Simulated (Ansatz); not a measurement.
# ClZr: the cost of one run

Computed with Ansatz 0.2.0, Gaussian basis. Level: def2-QZVPP, core rule «outside noble gas», up to 9 orbitals frozen.

Plan: UHF; ROHF; CCSD(T) on UHF.

## Step 1: The system

The geometry is a PBE0/def2-TZVP stationary point (not a proven minimum) of the parent state, kept for this charge and spin. No spin-orbit coupling is included. Elements past krypton take def2 core potentials.

2 atoms, charge 0, spin multiplicity 2.

Atoms are counted from 1 here; the program's logs count them from 0.

Bond lengths: Zr1–Cl2 2.345 Å.

## Step 2: UHF

Contents of in.yaml:

```yaml
crystal:
  periodic: [false, false, false]
  atoms:
    - {symbol: Zr, position_ang: [0.000000, 0.000000, 0.000000]}
    - {symbol: Cl, position_ang: [0.000000, 0.000000, 2.344575]}
basis:
  gaussian: {orbitals: "def2-QZVPP.json"}
magnetization: {spin_polarized: true, initial_magnetization: 1}
hamiltonian: {xc: hf}
output: {orbitals: {seedname: orbitals}}
```

Launch:

```sh
$ ansatz run in.yaml --threads 1 --pin off --events-out ev --progress --plain --max-ram 4096MiB --backend cpu
```

What time and memory should one allow on 1 thread of AMD EPYC 7R13, shared host?

About 45 s, with a peak of 0.38 GiB.
